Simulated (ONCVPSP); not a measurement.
# Sb: the cost of one run

Method: ONCVPSP 4.0.1.1 (patched build), PBE, scalar-relativistic.

**1. The design**

Typed settings, in words:

```
element                 : antimony (Sb, Z = 51)
type                    : optimised norm-conserving Vanderbilt (ONCV)
frozen core             : [Ar] 3d10
valence charge          : 23
reference configuration : 4s2 4p6 4d10 5s2 (charge +3)
partial waves           : 4s+5s: rc 1.35 bohr, ncon 5, nbas 9, qcut 11 1/bohr, 3 projectors, debl 2.4 Ha; 4p: rc 1.15 bohr, ncon 4, nbas 7, qcut 10.2 1/bohr, 1 projector; 4d: rc 1.15 bohr, ncon 4, nbas 8, qcut 8.2 1/bohr, local
local potential         : the d channel
core correction         : not asked for
```

The nodes and maxima of the atom's own shells, from an earlier all-electron run, set the scale for the radii.

All-electron outer shells of the reference configuration (PBE, scalar-relativistic, ld1.x):

| shell | level (eV) | outermost node (bohr) | outermost maximum (bohr) |
| --- | --- | --- | --- |
| 3d | -545.53 | – | 0.24 |
| 4s | -178.30 | 0.39 | 0.73 |
| 4p | -131.23 | 0.39 | 0.76 |
| 4d | -62.78 | 0.38 | 0.84 |
| 5s | -38.91 | 0.94 | 1.81 |
| 5p | -28.86 | 1.03 | 2.10 |

**2. The generation run**

Input file Sb.dat:

```
# ATOM AND REFERENCE CONFIGURATION
# atsym  z   nc   nv     iexc    psfile
  Sb 51.00    6    4        4      upf
#
#   n    l    f
    1    0    2.00
    2    0    2.00
    2    1    6.00
    3    0    2.00
    3    1    6.00
    3    2   10.00
    4    0    2.00
    4    1    6.00
    4    2   10.00
    5    0    2.00
#
# PSEUDOPOTENTIAL AND OPTIMIZATION
# lmax
    2
#
#   l,   rc,      ep,       ncon, nbas, qcut
    0    1.35    0.00    5    9   11.00
    1    1.15    0.00    4    7   10.20
    2    1.15    0.00    4    8    8.20
#
# LOCAL POTENTIAL
# lloc, lpopt,  rc(5),   dvloc0
    2    5    1.15    0.00
#
# VANDERBILT-KLEINMAN-BYLANDER PROJECTORs
# l, nproj, debl
    0    3    2.40
    1    1    2.90
    2    0    3.30
#
# MODEL CORE CHARGE
# icmod, fcfact, rcfact
    0    0.00    0.00
#
# LOG DERIVATIVE ANALYSIS
# epsh1, epsh2, depsh
   -8.00    5.00    0.04
#
# OUTPUT GRID
# rlmax, drl
    6.00    0.01
#
# TEST CONFIGURATIONS
# ncnf
    4
# nvcnf
#   n    l    f
    5
    4    0    2.00
    4    1    6.00
    4    2   10.00
    5    0    2.00
    5    1    3.00
#
    5
    4    0    2.00
    4    1    6.00
    4    2   10.00
    5    0    2.00
    5    1    2.00
#
    5
    4    0    2.00
    4    1    6.00
    4    2   10.00
    5    0    2.00
    5    1    1.00
#
    5
    4    0    2.00
    4    1    6.00
    4    2    9.00
    5    0    2.00
    5    1    4.00
#
```

Command:

```sh
oncvpsp.x < Sb.dat > Sb.out
```

**Question.** How long does this run take on 1 thread of Intel Xeon 6975P-C, shared host?

About 2.9 s.
